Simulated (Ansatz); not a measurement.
**F2H6N2Si2: up Jacob's ladder to CCSD(T)**

The task here is to estimate one member of a computed series from the others.

Method: functionals in def2-TZVPP, the program's frozen cores in correlated methods; program: Ansatz 0.2.0, Gaussian basis.

Levels to be run: PBE-D4, r2SCAN-D4, PBE0-D4, B3LYP-D4, ωB97X-V, ωB97M-V, B2PLYP; CCSD(T)/def2-TZVPP; MP2/def2-QZVPP; extrapolation to the limit.

## The geometry

An earlier PBE0-D4 in a triple-zeta def2 set relaxation fixed the geometry.

12 atoms, charge 0, spin multiplicity 1.

Atoms are counted from 1 here; the program's logs count them from 0.

Bond lengths: N1–Si2 1.717 Å, N1–H7 1.007 Å, N1–H8 1.007 Å, Si2–Si3 2.335 Å, Si2–H9 1.499 Å, Si2–H10 1.487 Å, Si3–N4 1.690 Å, Si3–F5 1.594 Å, Si3–F6 1.604 Å, N4–H11 1.006 Å, N4–H12 1.007 Å. Angles: Si2–N1–H7 119.7°, Si2–N1–H8 121.6°, H7–N1–H8 111.6°, N1–Si2–Si3 107.1°, N1–Si2–H9 116.1°, N1–Si2–H10 109.4°, Si3–Si2–H9 106.8°, Si3–Si2–H10 111.3°, H9–Si2–H10 106.1°, Si2–Si3–N4 112.0°, Si2–Si3–F5 114.5°, Si2–Si3–F6 106.5°, N4–Si3–F5 106.0°, N4–Si3–F6 114.0°, F5–Si3–F6 103.7°, Si3–N4–H11 121.8°, Si3–N4–H12 122.5°, H11–N4–H12 112.5°.

The first run:

Contents of in.yaml:

```yaml
crystal:
  periodic: [false, false, false]
  atoms:
    - {symbol: N, position_ang: [1.137418, -0.386252, -2.012147]}
    - {symbol: Si, position_ang: [0.958012, 0.531940, -0.572636]}
    - {symbol: Si, position_ang: [-1.037788, -0.147211, 0.432379]}
    - {symbol: N, position_ang: [-1.046426, 0.156659, 2.094880]}
    - {symbol: F, position_ang: [-2.343866, 0.555781, -0.150474]}
    - {symbol: F, position_ang: [-1.236963, -1.692640, 0.051875]}
    - {symbol: H, position_ang: [0.858353, -1.353566, -2.025723]}
    - {symbol: H, position_ang: [1.884755, -0.207230, -2.662317]}
    - {symbol: H, position_ang: [2.038551, 0.368066, 0.453696]}
    - {symbol: H, position_ang: [0.926324, 1.979432, -0.910233]}
    - {symbol: H, position_ang: [-0.240895, -0.020714, 2.670607]}
    - {symbol: H, position_ang: [-1.897475, 0.215724, 2.630102]}
basis:
  gaussian: {orbitals: def2-TZVPP}
hamiltonian: {xc: pbe, dispersion: d4}
output: {forces: true, orbitals: {seedname: orbitals}}
```

Command:

```
$ ansatz run in.yaml --threads 2 --pin off --events-out ev --progress --plain --max-ram 20480MiB --backend cuda --devices 0, --max-vram 18GiB
```

Among the steps run: PBE-D4 (GGA); r2SCAN-D4 (meta-GGA); PBE0-D4 (hybrid); B3LYP-D4 (hybrid); ωB97X-V (range-separated); ωB97M-V (range-separated); B2PLYP (double hybrid); CCSD(T) in def2-TZVPP; MP2 in def2-QZVPP.

One of the session's tables, all rows but one given; the rest of the session is left out.

```
            method  atomisation energy (eV)
            PBE-D4                   45.858
         r2SCAN-D4                   45.198
           PBE0-D4                   44.927
          B3LYP-D4                   45.389
           ωB97X-V                   45.694
           ωB97M-V                   45.543
            B2PLYP                   44.868
     HF/def2-TZVPP                   32.180
    MP2/def2-TZVPP                   44.834
   CCSD/def2-TZVPP                   43.339
CCSD(T)/def2-TZVPP                   43.978
           MP2/CBS                   46.418
       CCSD(T)/CBS                        ?
```

Q: Estimate the row for CCSD(T)/CBS from the others.

The run gave: atomisation energy (eV): 45.561. In the column «atomisation energy (eV)» it lies between ωB97M-V (45.543) and ωB97X-V (45.694).

Caveats from the session: Free atoms (2 N, 2 Si, 2 F, 6 H) were run apart at each level; the atomisation energy is their sum less the molecule, without zero-point or spin-orbit terms.
